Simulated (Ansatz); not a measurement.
# Cl: the cost of one run

All numbers below are computed with Ansatz 0.2.0 (DFT PBE, plane waves, PAW, scalar-relativistic, no spin polarisation).

## (1) The structure to begin with

The cell holds 20 atoms (Cl20): a = 8.434 Å, b = 8.434 Å, c = 8.434 Å, α = 90.00°, β = 90.00°, γ = 90.00°.

The coordinates stand in the first input below.

## (2) Relaxing the start

The input, input.yaml:

```yaml
accuracy: low
crystal:
  lattice:
    - [8.434327, 0.0, 0.0]
    - [0.0, 8.434327, 0.0]
    - [0.0, 0.0, 8.434327]
  atoms:
    - { symbol: Cl, position: [0.6488205, 0.3777224, 0.926924] }
    - { symbol: Cl, position: [0.7791476, 0.5045678, 0.7719879] }
    - { symbol: Cl, position: [0.3598174, 0.8223657, 0.6573754] }
    - { symbol: Cl, position: [0.4784783, 0.7775822, 0.8598455] }
    - { symbol: Cl, position: [0.1816741, -0.0264115, 0.0168043] }
    - { symbol: Cl, position: [-0.0166469, 0.1016446, 0.0535532] }
    - { symbol: Cl, position: [0.3386206, 0.4830696, 0.4530497] }
    - { symbol: Cl, position: [0.3231872, 0.3659227, 0.2453998] }
    - { symbol: Cl, position: [0.9140359, 0.9673385, 0.6485209] }
    - { symbol: Cl, position: [0.85558, 0.9867794, 0.4176853] }
    - { symbol: Cl, position: [0.7293579, 0.5791352, 0.2793316] }
    - { symbol: Cl, position: [0.6831164, 0.3474958, 0.3151784] }
    - { symbol: Cl, position: [0.2529627, 0.5208025, 0.7465227] }
    - { symbol: Cl, position: [0.0799258, 0.6510464, 0.8473932] }
    - { symbol: Cl, position: [0.5878671, -0.0176541, 0.2484546] }
    - { symbol: Cl, position: [0.5685221, 0.045603, 0.0188802] }
    - { symbol: Cl, position: [0.2472376, 0.1212136, 0.4392841] }
    - { symbol: Cl, position: [0.2087224, -0.1024058, 0.3645111] }
    - { symbol: Cl, position: [0.0094612, 0.4197396, 0.4791401] }
    - { symbol: Cl, position: [0.0096615, 0.4221485, 0.240238] }
basis:
  ecutwfc: 420.0
kpoints:
  mp_grid: { grid: [1, 1, 1] }
hamiltonian:
  xc: pbe
scf:
  occupations: { method: fermi_dirac, width: 0.05 }
  lower_state_search: "off"
relax:
  f_tol: 0.3
  max_steps: 15
  adjacent_minimum: "off"
output:
  write_density: true
  write_potential: true
  elf: true
  volumetric_format: npy
```

Command:

```
ansatz run input.yaml --threads 1 --pin off --max-ram 3072MiB --backend cpu --events-out ev --progress --plain --runs-dir out
```

Q: Estimate wall time and peak memory on 1 thread of Intel Xeon Platinum 8488C (Sapphire Rapids), shared host.

About 37 s, with a peak of 0.58 GiB.
